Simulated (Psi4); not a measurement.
**[GeH3]− (SMILES [H][Ge-]([H])[H]), step by step**

Wanted: a geometry optimisation (r2SCAN-3c/def2-mTZVPP), then vibrational wavenumbers of [GeH3]−. 

The calculation is run with Psi4 1.11.

## (1) Starting point

The species is [GeH3]− (4 atoms), meant as a singlet with charge -1. As SMILES, `[H][Ge-]([H])[H]`. The shape comes from GFN2-xTB, which is rough for such elements, and wasn't checked as a minimum. The run starts from this shape.

Bond lengths: Ge1–H2 1.752 Å, Ge1–H3 1.754 Å, Ge1–H4 1.756 Å. Angles: H2–Ge1–H3 89.1°, H2–Ge1–H4 89.3°, H3–Ge1–H4 89.6°.

## (2) A structure relaxation at r2SCAN-3c/def2-mTZVPP (density fitting) (run 1)

File job.dat:

```
memory 1600 mb

molecule {
  -1 1
  Ge    -0.007520     0.005800     0.768010
  H      1.421950    -0.031460    -0.244430
  H     -0.677460     1.249470    -0.271720
  H     -0.736970    -1.223820    -0.251850
  units angstrom
  symmetry c1
}

set {
  geom_maxiter 60
}

result, w = opt('r2scan-3c', return_wfn=True)
print_variables()
```

On the command line:

```sh
$ psi4 -i job.dat -o job.out -n 1
```

job.out:

```text
[...]
  Running in c1 symmetry.
[...]
  Nuclear repulsion =   29.605011999962702
[...]
  Multiplicity = 1
[...]
  Nalpha       = 18
  Nbeta        = 18
[...]
    Number of basis functions: 51
[...]
   @DF-RKS iter   1: -2076.56739684660624   -1.29617e+00   6.45852e-02 ADIIS/DIIS
[...]
   @DF-RKS iter   6: -2078.77385451799137   -4.54747e-13   5.95583e-09 DIIS
[...]
  @DF-RKS Final Energy: -2078.77385451799137
   => Energetics <=
    Nuclear Repulsion Energy =             32.3504527051037414
    One-Electron Energy =               -2970.9400043011614798
    Two-Electron Energy =                 940.1366007398912643
    DFT Exchange-Correlation Energy =     -80.3232423852816027
    Empirical Dispersion Energy =           0.0023387234569045
    VV10 Nonlocal Energy =                  0.0000000000000000
    Total Energy =                      -2078.7738545179913672
[...]
 Multipole Moments:
 ------------------------------------------------------------------------------------
     Multipole            Electronic (a.u.)      Nuclear  (a.u.)        Total (a.u.)
 ------------------------------------------------------------------------------------
 L = 1.  Multiply by 2.5417464519 to convert [e a0] to [Debye]
 Dipole X            :         -0.0252279            0.0244349           -0.0007930
 Dipole Y            :          0.0240069           -0.0233694            0.0006376
 Dipole Z            :          2.7984809           -2.7273794            0.0711015
 Magnitude           :                                                    0.0711088
[...]
  -Total Gradient:
     Atom            X                  Y                   Z
    ------   -----------------  -----------------  -----------------
       1       -0.000011658247     0.000015267624    -0.000081201879
       2       -0.000021287714     0.000015873403    -0.000115997990
       3        0.000026308555     0.000021349182    -0.000106213538
       4        0.000013832367    -0.000041700814    -0.000106216874
[...]
    Final optimized geometry and variables:
    Molecular point group: c1
    Full point group: C1
    Geometry (in Angstrom), charge = -1, multiplicity = 1:
    GE          -0.000312726743     0.000299090066     0.034906012523
    H            1.342720618629    -0.037408179730    -0.841762043041
    H           -0.633591323567     1.164757183760    -0.868946990004
    H           -0.686191653668    -1.149286432904    -0.849550410951
  Variable Map:
  ----------------------------------------------------------------------------
  "CURRENT ENERGY"                        =>   -2078.773854517991
  "CURRENT REFERENCE ENERGY"              =>   -2078.773854517991
  "DD SOLVATION ENERGY"                   =>       0.000000000000
  "DFT FUNCTIONAL TOTAL ENERGY"           =>   -2078.776193241448
[...]
```

On the terminal:

```text
Optimizer: Optimization complete!
```

Wall time 27 s (1 thread of INTEL XEON PLATINUM 8581C at 2.30GHz (Emerald Rapids), shared host); peak memory 0.55 GiB.

Steps, from the record of the run:

```tsv
step	energy from the first frame kept (eV)	largest force (eV/Å)
0	0.0000	2.3834
1	-0.2976	0.8340
2	-0.3129	0.1979
3	-0.3116	0.4611
4	-0.3178	0.2085
5	-0.3203	0.1711
6	-0.3228	0.0352
7	-0.3231	0.0137
8	-0.3231	0.0061
```

After the run. Bond lengths: Ge1–H2 1.604 Å, Ge1–H3 1.604 Å, Ge1–H4 1.604 Å. Angles: H2–Ge1–H3 92.3°, H2–Ge1–H4 92.3°, H3–Ge1–H4 92.3°.

## (3) Vibrational wavenumbers at r2SCAN-3c/def2-mTZVPP (density fitting) (run 2)

File geh3.py:

```python
import psi4

psi4.set_memory('1600 MB')
psi4.set_num_threads(1)
psi4.core.set_output_file('geh3.out', False)

mol = psi4.geometry("""
-1 1
Ge    -0.01405767     0.01095096     1.44125254
H      2.52390876    -0.06030494    -0.21540988
H     -1.21077965     2.21145767    -0.26678209
H     -1.31018114    -2.16144984    -0.23012707
units bohr
symmetry c1
""")

psi4.set_options({
    'reference': 'rks',
    't': 298.15,
    'rotational_symmetry_number': 3,
})

e = psi4.frequencies("r2scan-3c", molecule=mol)
print(f'total energy {e:.8f} hartree = {e * 27.211386:.5f} eV')
for k in ('ZPVE', 'ENTHALPY', 'GIBBS FREE ENERGY'):
    print(f'{k}: {psi4.variable(k):.8f} Eh')
```

On the command line:

```sh
$ python geh3.py
```

geh3.out:

```text
[...]
  Running in c1 symmetry.
[...]
  Nuclear repulsion =   32.350455187990292
[...]
  Multiplicity = 1
[...]
  Nalpha       = 18
  Nbeta        = 18
[...]
    Number of basis functions: 51
[...]
   @DF-RKS iter   1: -2076.66966203010725   -1.22748e+00   6.41528e-02 ADIIS/DIIS
[...]
   @DF-RKS iter  11: -2078.77385357137200   -3.18323e-11   4.70529e-09 DIIS
[...]
  @DF-RKS Final Energy: -2078.77385357137200
   => Energetics <=
    Nuclear Repulsion Energy =             32.3506077579515079
    One-Electron Energy =               -2970.9403284760742281
    Two-Electron Energy =                 940.1367741759263481
    DFT Exchange-Correlation Energy =     -80.3232457584394695
    Empirical Dispersion Energy =           0.0023387292639228
    VV10 Nonlocal Energy =                  0.0000000000000000
    Total Energy =                      -2078.7738535713720012
[...]
 Multipole Moments:
 ------------------------------------------------------------------------------------
     Multipole            Electronic (a.u.)      Nuclear  (a.u.)        Total (a.u.)
 ------------------------------------------------------------------------------------
 L = 1.  Multiply by 2.5417464519 to convert [e a0] to [Debye]
 Dipole X            :         -0.0251847            0.0244361           -0.0007486
 Dipole Y            :          0.0262811           -0.0233687            0.0029125
 Dipole Z            :          2.7984512           -2.7273789            0.0710722
 Magnitude           :                                                    0.0711358
[...]
  -Total Gradient:
     Atom            X                  Y                   Z
    ------   -----------------  -----------------  -----------------
       1       -0.000005258432     0.000404210605    -0.000086093952
       2       -0.000022875455    -0.000025826699    -0.000115817641
       3        0.000099022571    -0.000155183712     0.000048461507
       4       -0.000066424985    -0.000210541409    -0.000254154338
[...]
  ==> Harmonic Vibrational Analysis <==
[...]
  Freq [cm^-1]                 857.0823            920.6490            942.7396
[...]
  IR activ [km/mol]            115.3236            34.2336             36.0673
[...]
  Freq [cm^-1]                1807.4956           1812.2067           1824.9531
[...]
  IR activ [km/mol]            464.6376            360.5424            505.5899
[...]
  Total E_0, Enthalpy at 0 [K]                                                        -2078.75525298 [Eh]
[...]
  Total H, Enthalpy at  298.15 [K]                                                    -2078.75131306 [Eh]
[...]
  Total G, Gibbs energy at  298.15 [K]                                                -2078.77679968 [Eh]
[...]
```

Standard output:

```text
total energy -2078.77385451 hartree = -56566.31776 eV
ZPVE: 0.01860153 Eh
ENTHALPY: -2078.75131306 Eh
GIBBS FREE ENERGY: -2078.77679968 Eh
```

It took 66 s on 1 thread of INTEL XEON PLATINUM 8581C at 2.30GHz (Emerald Rapids), shared host; peak memory 0.57 GiB.

## (4) Results

| quantity | value |
| --- | --- |
| run 1, r2SCAN-3c/def2-mTZVPP: total energy at the end | -2078.77385 Eh |
| run 1, r2SCAN-3c/def2-mTZVPP: HOMO energy | 1.27 eV |
| run 1, r2SCAN-3c/def2-mTZVPP: LUMO energy | 7.02 eV |
| run 1, r2SCAN-3c/def2-mTZVPP: HOMO–LUMO gap (to an unbound level, set by the basis) | 5.75 eV |
| run 2, r2SCAN-3c/def2-mTZVPP: lowest harmonic wavenumber | 857 cm⁻¹ |
| run 2, r2SCAN-3c/def2-mTZVPP: highest harmonic wavenumber | 1825 cm⁻¹ |
| run 2, r2SCAN-3c/def2-mTZVPP: zero-point energy | 48.8 kJ/mol |
| run 2, r2SCAN-3c/def2-mTZVPP: ideal-gas entropy at 298.15 K (symmetry number 3 as used) | 53.6 cal/(mol K) |

The optimisation (run 1, r2SCAN-3c/def2-mTZVPP) took 9 steps and changed the energy by -0.323 eV. The HOMO (run 1, r2SCAN-3c/def2-mTZVPP) lies at positive energy, 1.27 eV; only total energies tell whether the electron is bound. All 6 modes (run 2, r2SCAN-3c/def2-mTZVPP) are real, so the shape is a minimum at this level.
